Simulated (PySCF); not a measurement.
# GaCl (SMILES [Cl][Ga]) at UMP2/STO-6G

We compute a single-point energy of GaCl. Input form: a Python script.

The calculation is run with PySCF 2.14.0.

26 further runs of the same task are left out: 12 that didn't finish, 14 set aside as unsound or not needed.

## (1) Starting point

GaCl has 2 atoms, charge 0, and is taken as a singlet. As SMILES, `[Cl][Ga]`. The Cl1–Ga2 distance was set to 6.204 Å, away from the relaxed value.

## (2) A single-point energy at UMP2/STO-6G

run.py

```python
from pyscf import gto, mp

system = gto.M(
    atom=[
    ('Cl', (-0.000000, 0.000000, -4.011840)),
    ('Ga', (0.000000, -0.000000, 2.192160)),
],
    verbose=4,
    basis='sto-6g',
    max_memory=1860,
)

calc0 = system.UHF()
calc0.conv_tol = 1e-10
calc0.kernel()
if not calc0.converged:
    calc0 = calc0.newton().run(calc0.mo_coeff, calc0.mo_occ)
for _ in range(3):
    mo, _, stable, _ = calc0.stability(return_status=True)
    if stable:
        break
    calc0.kernel(calc0.make_rdm1(mo, calc0.mo_occ))

pt = mp.MP2(calc0, frozen=14).run()
e_tot = pt.e_tot
print('Final energy', e_tot)
```

Launch:

```bash
$ OMP_NUM_THREADS=1 python run.py
```

Log:

```text
PySCF version 2.14.0

[INPUT] num. atoms = 2
[INPUT] num. electrons = 48
[INPUT] charge = 0
[INPUT] spin (= nelec alpha-beta = 2S) = 0
[INPUT] symmetry False subgroup None
[INPUT] Mole.unit = angstrom
[INPUT] Symbol           X                Y                Z      unit          X                Y                Z       unit  Magmom
[INPUT]  1 Cl     0.000000000000   0.000000000000  -4.011840000000 AA    0.000000000000   0.000000000000  -7.581278855575 Bohr   0.0
[INPUT]  2 Ga     0.000000000000   0.000000000000   2.192160000000 AA    0.000000000000   0.000000000000   4.142582021227 Bohr   0.0

nuclear repulsion = 44.951062242882
number of shells = 13
number of NR pGTOs = 162
number of NR cGTOs = 27
basis = sto-6g
ecp = {}

[... 98 lines left out ...]
SCF not converged.
SCF energy = -2370.35944362392 after 50 cycles  <S^2> = 3.351024e-06  2S+1 = 1.0000067
[... 43 lines left out ...]
converged SCF energy = -2370.35944368134  <S^2> = 3.6557424e-12  2S+1 = 1
[... 3 lines left out ...]
WARN: Newton solver expects mo_coeff with mo_occ as initial guess but mo_occ is not found in the arguments.
[... 50 lines left out ...]
converged SCF energy = -2370.66141151247  <S^2> = 2.000004  2S+1 = 3.0000026
[... 3 lines left out ...]
WARN: Newton solver expects mo_coeff with mo_occ as initial guess but mo_occ is not found in the arguments.
[... 54 lines left out ...]
converged SCF energy = -2370.66147178052  <S^2> = 2.0000032  2S+1 = 3.0000021
[... 3 lines left out ...]
******** <class 'pyscf.mp.ump2.UMP2'> ********
nocc = (np.int64(10), np.int64(10)), nmo = (13, 13)
frozen orbitals 14
E(UMP2) = -2370.6686234002  E_corr = -0.00715161967832443
E(SCS-UMP2) = -2370.67002290569  E_corr = -0.00855112517062236
E_corr(same-spin) = -3.5559742346487e-05
E_corr(oppo-spin) = -0.00711605993597794
Final energy -2370.668623400196
```

Wall time 1.5 s (1 thread of Arm Neoverse V2, shared host); peak memory 0.12 GiB.

## (3) What came out

At UMP2/STO-6G, 14 core orbitals frozen:

```
                                    quantity           value
                                total energy  -2370.66862 Eh
        dipole moment (Hartree–Fock density)          0.01 D
         HOMO energy (Hartree–Fock orbitals)        -6.64 eV
         LUMO energy (Hartree–Fock orbitals)         1.64 eV
       HOMO–LUMO gap (Hartree–Fock orbitals)         8.27 eV
correlation energy (14 core orbitals frozen)        -7.2 mEh
           ⟨S²⟩ of the reference determinant           2.000
```

What this shows: ⟨S²⟩ is 2.00 where a pure singlet has 0.00: the reference is spin-contaminated.
